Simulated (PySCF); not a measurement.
# C7H12: electronic excitations

Aim: predict the electronic excitations of C7H12 (`C#C[C@@H](C)C(C)C`).

Computed with PySCF 2.14.0, with density-fitted response routines of our own, on a single molecule in the gas phase. Atoms count from 0, in the outputs and in this text.

### 1 Starting geometry

19 atoms, charge 0, multiplicity 1; geometry from: GFN2-xTB.

Bonds of the start (Å): C0–C1 1.20, C1–C2 1.45, C2–C3 1.53, C2–C4 1.54, C4–C5 1.53, C4–C6 1.53, C0–H7 1.05, C2–H8 1.10, C3–H9 1.09, C3–H10 1.09, C3–H11 1.09, C4–H12 1.10, C5–H13 1.09, C5–H14 1.09, C5–H15 1.09, C6–H16 1.09, C6–H17 1.09, C6–H18 1.09.

### 2 Ultraviolet spectrum: B3LYP/def2-SVPD

The job: settings as JSON, then the geometry in Å.

```
{"job": {"kind": "uv", "xc": "B3LYP", "basis": "def2-SVPD", "nstates": 8, "ntriplets": 3}, "charge": 0, "multiplicity": 1}
C     -1.886335     1.349133     1.341540
C     -1.313162     0.432191     0.828710
C     -0.619715    -0.675430     0.194777
C     -1.399891    -1.137576    -1.040172
C      0.842277    -0.299300    -0.131510
C      1.615714    -0.045724     1.160970
C      0.932219     0.921741    -1.043090
H     -2.391859     2.147241     1.797821
H     -0.595689    -1.505734     0.913522
H     -1.540232    -0.317829    -1.740029
H     -0.865605    -1.941993    -1.542086
H     -2.381602    -1.503850    -0.746654
H      1.293434    -1.155945    -0.646830
H      1.172415     0.785752     1.704638
H      2.652967     0.198509     0.942931
H      1.598769    -0.924614     1.802537
H      0.419641     1.767546    -0.589652
H      0.483189     0.721978    -2.012541
H      1.973661     1.193154    -1.202342
```

Method: TDDFT B3LYP/def2-SVPD, vertical, gas phase, core orbitals frozen in the response.

On the command line:

```sh
$ OMP_NUM_THREADS=1 python probes_run.py task.json out
```

This one command runs all jobs of the session in turn.

Predict these results of the whole session: lowest singlet (B3LYP/def2-SVPD); brightest single state of those computed; lowest triplet.

The runs gave:

| quantity | value |
| --- | --- |
| lowest singlet (B3LYP/def2-SVPD) | 6.63 eV (187 nm), f = 0.002 |
| brightest single state of those computed | state 6, 7.77 eV, f = 0.050 |
| lowest triplet | 5.54 eV |

In words: The first singlet state (HOMO−1→LUMO 0.38, HOMO→LUMO+1 0.17) lies at 6.63 eV and is weak; of the 8 states computed, the strongest absorption comes from state 6 at 7.77 eV. The lowest triplet lies 1.09 eV below the lowest singlet (triplets in Tamm-Dancoff, singlets in full TDDFT). States above −ε(HOMO) lie where TDDFT describes them poorly and they hang on the basis; the brightest is among them.
